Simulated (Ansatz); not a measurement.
# NbH₃O₄: one species, many methods

An exercise on one series of results from a longer session: the logs are not shown, and one member is left open.

The runs use Ansatz 0.2.0, Gaussian basis; functionals in def2-TZVPP, the program's frozen cores in correlated methods.

Plan: LDA (SPW92), PBE-D4, revPBE-D4, BLYP-D4, r2SCAN-D4, B97M-V, PBE0-D4, B3LYP-D4, r2SCANh-D4, r2SCAN0-D4, HSE06-D4, BHLYP-D4, CAM-B3LYP-D4, LC-ωPBE, ωB97X-V, ωB97M-V, B2PLYP, PBE-QIDH; CCSD(T)/def2-SVP; CCSD(T)/def2-TZVPP; MP2/def2-QZVPP; extrapolation to the limit; RPA on PBE.

**Structure used throughout**

An earlier PBE0-D4 in a triple-zeta def2 set relaxation fixed the geometry. Nb takes the def2 core potential; no spin-orbit term is included.

SMILES `[O]=[Nb]([OH])([OH])[OH]`, 8 atoms, charge 0, spin multiplicity 1.

Atoms are counted from 1 here; the program's logs count them from 0.

Bond lengths: O1–Nb2 1.698 Å, Nb2–O3 1.901 Å, Nb2–O4 1.901 Å, Nb2–O5 1.901 Å, O3–H6 0.958 Å, O4–H7 0.958 Å, O5–H8 0.958 Å. Angles: O1–Nb2–O3 109.1°, O1–Nb2–O4 109.1°, O1–Nb2–O5 109.1°, O3–Nb2–O4 109.9°, O3–Nb2–O5 109.9°, O4–Nb2–O5 109.8°, Nb2–O3–H6 129.2°, Nb2–O4–H7 129.2°, Nb2–O5–H8 129.2°.

Set-up of the first run:

File in.yaml:

```yaml
crystal:
  periodic: [false, false, false]
  atoms:
    - {symbol: O, position_ang: [-1.476319, 0.236554, 0.906696]}
    - {symbol: Nb, position_ang: [-0.043600, 0.001917, 0.026957]}
    - {symbol: O, position_ang: [1.444471, 0.334349, 1.162137]}
    - {symbol: O, position_ang: [-0.014002, 1.204320, -1.445056]}
    - {symbol: O, position_ang: [0.012741, -1.790746, -0.602837]}
    - {symbol: H, position_ang: [1.456703, 0.593717, 2.084037]}
    - {symbol: H, position_ang: [-0.663424, 1.858142, -1.705983]}
    - {symbol: H, position_ang: [-0.624471, -2.495454, -0.481750]}
basis:
  gaussian: {orbitals: def2-TZVPP}
hamiltonian: {xc: lda}
output: {orbitals: {seedname: orbitals}}
```

Run with:

```sh
$ ansatz run in.yaml --threads 4 --pin off --events-out ev --progress --plain --max-ram 10444MiB
```

Steps of the session up to this table: LDA; PBE-D4 (GGA); revPBE-D4 (GGA); BLYP-D4 (GGA); r2SCAN-D4 (meta-GGA); B97M-V (meta-GGA); PBE0-D4 (hybrid); B3LYP-D4 (hybrid); r2SCANh-D4 (hybrid); r2SCAN0-D4 (hybrid); HSE06-D4 (hybrid); BHLYP-D4 (hybrid); CAM-B3LYP-D4 (range-separated); LC-ωPBE (range-separated); ωB97X-V (range-separated); ωB97M-V (range-separated); B2PLYP (double hybrid); PBE-QIDH (double hybrid).

One table of the session follows, with a row left open; its other results are not shown here.

It belongs to the step «Orbital energies across the functionals». 

| functional | HOMO (eV) | gap (eV) |
| --- | --- | --- |
| LDA (SPW92) | -7.86 | 6.08 |
| PBE-D4 | -7.61 | 6.06 |
| revPBE-D4 | -7.53 | 6.06 |
| BLYP-D4 | -7.52 | 6.05 |
| r2SCAN-D4 | -8.02 | 6.61 |
| B97M-V | ? | ? |
| PBE0-D4 | -9.32 | 8.62 |
| B3LYP-D4 | -9.05 | 8.09 |
| r2SCANh-D4 | -8.66 | 7.56 |
| r2SCAN0-D4 | -9.62 | 9.02 |
| HSE06-D4 | -8.91 | 7.83 |
| BHLYP-D4 | -10.98 | 11.12 |
| CAM-B3LYP-D4 | -10.82 | 11.11 |
| LC-ωPBE | -12.18 | 13.59 |
| ωB97X-V | -11.81 | 13.07 |
| ωB97M-V | -11.74 | 12.47 |

Q: Estimate the row for B97M-V from the others.

As computed: HOMO (eV): -8.07; gap (eV): 6.73. In the column «HOMO (eV)» it lies between r2SCANh-D4 (-8.66) and r2SCAN-D4 (-8.02).
